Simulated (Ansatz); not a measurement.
# O: how the settings move a single-point run

Question: which choices in the input matter for O?

Method: reference: DFT, LDA, PAW with Ansatz's default frozen-core files, scalar-relativistic, in Ansatz 0.2.0.

4 further runs of the same task are left out: 4 that didn't finish.

## (1) Starting point

The structure is monoclinic, space group C2/m (No. 12). The conventional cell has a = 5.703 Å, b = 3.325 Å, c = 4.363 Å, α = 90.00°, β = 123.29°, γ = 90.00°. Around O (site symmetry m) lie 1 O at 1.22 Å.

Coordinates:

```xyz
2
Lattice="2.8514 -1.6624 0.0000 2.8514 1.6624 0.0000 -2.3945 0.0000 3.6471" Properties=species:S:1:pos:R:3 pbc="T T T"
O    -0.2274    0.0000    0.5674
O     3.5357    0.0000    3.0797
```

## (2) The reference run

input.yaml

```yaml
crystal:
  lattice:
    - [2.8514028533, -1.66241594, 0.0]
    - [2.8514028533, 1.66241594, 0.0]
    - [-2.3944914034, 0.0, 3.6470501824]
  atoms:
    - { symbol: O, position: [0.02545383, 0.02545383, 0.15557402], spin: 0.6, spin_axis: [1.0, 0.0, 0.0] }
    - { symbol: O, position: [0.97454617, 0.97454617, 0.84442598], spin: 0.6, spin_axis: [1.0, 0.0, 0.0] }
magnetization:
  noncollinear: true
  spin_spiral: { q: [-0.1, -0.1, 0.1] }
kpoints:
  mp_grid: { grid: [10, 10, 10], shift: [0.5, 0.5, 0.5] }
scf:
  occupations: { method: fermi_dirac, width: 0.05 }
  lower_state_search: "off"
hamiltonian:
  xc: lda
  pseudopotentials: { kind: paw }
output:
  eigenvalues: false
```

Command:

```bash
> ansatz run input.yaml --threads 2 --pin off --max-ram 5120MiB --backend cpu --events-out ev --progress --plain --runs-dir out
```

## (3) Changed: starting moments, lock_directions true

input.yaml

```yaml
crystal:
  lattice:
    - [2.8514028533, -1.66241594, 0.0]
    - [2.8514028533, 1.66241594, 0.0]
    - [-2.3944914034, 0.0, 3.6470501824]
  atoms:
    - { symbol: O, position: [0.02545383, 0.02545383, 0.15557402], spin: 0.6, spin_axis: [0.8660254, 0.0, 0.5] }
    - { symbol: O, position: [0.97454617, 0.97454617, 0.84442598], spin: 0.6, spin_axis: [0.8660254, 0.0, 0.5] }
magnetization:
  noncollinear: true
  spin_spiral: { q: [-0.1, -0.1, 0.1] }
  spin_locking: { lock_directions: true }
kpoints:
  mp_grid: { grid: [10, 10, 10], shift: [0.5, 0.5, 0.5] }
scf:
  occupations: { method: fermi_dirac, width: 0.05 }
  lower_state_search: "off"
hamiltonian:
  xc: lda
  pseudopotentials: { kind: paw }
output:
  eigenvalues: false
```

What does the calculation give? Wanted: for each run, ending; energy change; abs. moment.

The runs gave:

```tsv
run	ending	energy change	abs. moment (μB)	cycles	time
reference	converged	0	2.02	11	17 s
1: starting moments, lock_directions true	converged	+2.9 meV/atom	2.03	16	2.2 min
```

Residual by cycle in the longest SCF loop of each run; runs are numbered as in the table. The quantity is the density residual dr2, in eV.

```tsv
cycle	reference	run 1
1	0.487	0.487
2	0.153	0.152
4	3.8e-4	4.2e-5
5	4.3e-5	4.0e-5
6	1.8e-5	1.6e-7
8	3.8e-8	4.7e-8
9	7.3e-7	4.4e-8
11	1.7e-8	7.7e-6
12	-	7.7e-6
13	-	9.2e-5
15	-	1.8e-9
16	-	6.9e-9
```

Changing the spin start moves the energy by +2.9 meV/atom. The runs ended in different states; the reference is the lower. Cost: 16 SCF cycles against 11, 2.2 min against 17 s.
